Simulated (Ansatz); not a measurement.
# GeHP: the cost of one run

The runs use Ansatz 0.2.0, Gaussian basis; def2-QZVPP, all electrons in the functionals.

The runs, in order: PBE, BLYP, r2SCAN, B97M-V, PBE0, B3LYP, at charge 0, triplet; charge 0, singlet; charge 0, quintet; charge 1, doublet; charge 1, quartet.

10 further runs of the same task are left out: 10 set aside as unsound or not needed. Runs told in other sessions of the task aren't counted.

## 1. The geometry

The geometry is a PBE0/def2-TZVP stationary point (not a proven minimum). No spin-orbit coupling is included. The filled d shell of Ge may be among the frozen orbitals whatever the setting's name suggests.

3 atoms, charge 0, spin multiplicity 3.

Atoms are counted from 1 here; the program's logs count them from 0.

Bond lengths: Ge1–P2 2.352 Å, P2–H3 1.429 Å. Angles: Ge1–P2–H3 97.4°.

No dispersion term is added; B97M-V holds VV10 nonlocal correlation. B3LYP takes the VWN-RPA correlation.

The geometry shown and the zero of energy belong to the point charge 0, triplet. The yardstick, RCCSD(T), and other wave-function levels (R restricted, U unrestricted, valence and pair active spaces) come from earlier runs.

## 2. PBE, charge 0, triplet

File in.yaml:

```yaml
crystal:
  periodic: [false, false, false]
  atoms:
    - {symbol: Ge, position_ang: [0.000000, 0.017255, 0.720743]}
    - {symbol: P, position_ang: [0.000000, -0.083577, -1.629309]}
    - {symbol: H, position_ang: [0.000000, 1.324792, -1.874064]}
basis:
  gaussian: {orbitals: "def2-QZVPP.json"}
magnetization: {spin_polarized: true, initial_magnetization: 2}
hamiltonian: {xc: {name: PBE}}
output: {orbitals: {seedname: orbitals}}
```

Command:

```bash
> ansatz run in.yaml --threads 1 --pin off --events-out ev --progress --plain --max-ram 2393MiB
```

**Question.** How long does this run take on 1 thread of Intel Xeon 6975P-C, shared host, and how much memory does it need?

About 16 s, with a peak of 0.41 GiB.
